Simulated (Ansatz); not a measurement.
# C2H7AlSSi: one species, many methods

The task here is to estimate one member of a computed series from the others.

Computed with Ansatz 0.2.0, Gaussian basis. Level: functionals in def2-TZVPP, the program's frozen cores in correlated methods.

The runs, in order: LDA (SPW92), PBE-D4, revPBE-D4, BLYP-D4, r2SCAN-D4, B97M-V, PBE0-D4, B3LYP-D4, r2SCANh-D4, r2SCAN0-D4, HSE06-D4, BHLYP-D4, CAM-B3LYP-D4, LC-ωPBE, ωB97X-V, ωB97M-V, B2PLYP, PBE-QIDH; CCSD(T)/def2-SVP; CCSD(T)/def2-TZVPP; MP2/def2-QZVPP; extrapolation to the limit; RPA on PBE.

### The geometry

All runs share one geometry, relaxed beforehand with PBE0-D4 in a triple-zeta def2 set.

SMILES `[AlH2][C@H]1C[Si@@H]1S`, 12 atoms, charge 0, spin multiplicity 1.

Atoms are counted from 1 here; the program's logs count them from 0.

Bond lengths: Al1–C2 1.914 Å, Al1–H6 1.586 Å, Al1–H7 1.589 Å, C2–C3 1.541 Å, C2–Si4 1.876 Å, C2–H8 1.090 Å, C3–Si4 1.834 Å, C3–H9 1.086 Å, C3–H10 1.086 Å, Si4–S5 2.117 Å, Si4–H11 1.480 Å, S5–H12 1.345 Å. Angles: C2–Al1–H6 118.9°, C2–Al1–H7 119.1°, H6–Al1–H7 121.8°, Al1–C2–C3 127.2°, Al1–C2–Si4 107.8°, Al1–C2–H8 116.5°, C3–C2–Si4 64.0°, C3–C2–H8 114.5°, Si4–C2–H8 110.9°, C2–C3–Si4 66.9°, C2–C3–H9 115.8°, C2–C3–H10 116.7°, Si4–C3–H9 117.7°, Si4–C3–H10 119.0°, H9–C3–H10 113.2°, C2–Si4–C3 49.1°, C2–Si4–S5 116.4°, C2–Si4–H11 118.8° and more.

Coordinates:

```xyz
12
charge 0, multiplicity 1
Al   -0.0430    0.7343    2.0820
C    -0.4995    0.7078    0.2237
C     0.4551    0.8839   -0.9735
Si    0.1931   -0.8717   -0.5133
S    -1.1755   -2.1000   -1.5616
H    -1.1936    0.5361    3.1560
H     1.4865    0.8383    2.5019
H    -1.5558    0.8204   -0.0192
H    -0.0004    1.2382   -1.8930
H     1.4173    1.3446   -0.7680
H     1.2585   -1.5917    0.2189
H    -0.2657   -2.5952   -2.4199
```

Set-up of the first run:

The input, in.yaml:

```yaml
crystal:
  periodic: [false, false, false]
  atoms:
    - {symbol: Al, position_ang: [-0.042979, 0.734260, 2.081955]}
    - {symbol: C, position_ang: [-0.499514, 0.707820, 0.223688]}
    - {symbol: C, position_ang: [0.455057, 0.883930, -0.973507]}
    - {symbol: Si, position_ang: [0.193147, -0.871719, -0.513308]}
    - {symbol: S, position_ang: [-1.175545, -2.099968, -1.561604]}
    - {symbol: H, position_ang: [-1.193613, 0.536063, 3.155994]}
    - {symbol: H, position_ang: [1.486479, 0.838273, 2.501909]}
    - {symbol: H, position_ang: [-1.555808, 0.820383, -0.019191]}
    - {symbol: H, position_ang: [-0.000385, 1.238167, -1.893029]}
    - {symbol: H, position_ang: [1.417296, 1.344554, -0.767993]}
    - {symbol: H, position_ang: [1.258480, -1.591722, 0.218862]}
    - {symbol: H, position_ang: [-0.265713, -2.595241, -2.419876]}
basis:
  gaussian: {orbitals: def2-TZVPP}
hamiltonian: {xc: lda}
output: {orbitals: {seedname: orbitals}}
```

Steps of the session up to this table: LDA; PBE-D4 (GGA); revPBE-D4 (GGA); BLYP-D4 (GGA); r2SCAN-D4 (meta-GGA); B97M-V (meta-GGA); PBE0-D4 (hybrid); B3LYP-D4 (hybrid); r2SCANh-D4 (hybrid); r2SCAN0-D4 (hybrid); HSE06-D4 (hybrid); BHLYP-D4 (hybrid); CAM-B3LYP-D4 (range-separated); LC-ωPBE (range-separated); ωB97X-V (range-separated); ωB97M-V (range-separated); B2PLYP (double hybrid); PBE-QIDH (double hybrid).

One of the session's tables, all rows but one given; the rest of the session is left out.

It belongs to the step «Frontier levels by functional». 

| functional | HOMO (eV) | gap (eV) |
| --- | --- | --- |
| LDA (SPW92) | -5.87 | 3.77 |
| PBE-D4 | ? | ? |
| revPBE-D4 | -5.66 | 3.91 |
| BLYP-D4 | -5.55 | 3.82 |
| r2SCAN-D4 | -5.90 | 4.36 |
| B97M-V | -5.96 | 4.23 |
| PBE0-D4 | -6.75 | 5.65 |
| B3LYP-D4 | -6.53 | 5.25 |
| r2SCANh-D4 | -6.28 | 5.00 |
| r2SCAN0-D4 | -6.87 | 5.96 |
| HSE06-D4 | -6.36 | 4.89 |
| BHLYP-D4 | -7.64 | 7.33 |
| CAM-B3LYP-D4 | -7.97 | 7.80 |
| LC-ωPBE | -9.28 | 10.17 |
| ωB97X-V | -8.94 | 9.71 |
| ωB97M-V | -8.81 | 9.30 |

Estimate the missing values for PBE-D4.

As computed: HOMO (eV): -5.72; gap (eV): 3.86. In the column «HOMO (eV)» it lies between LDA (SPW92) (-5.87) and revPBE-D4 (-5.66).
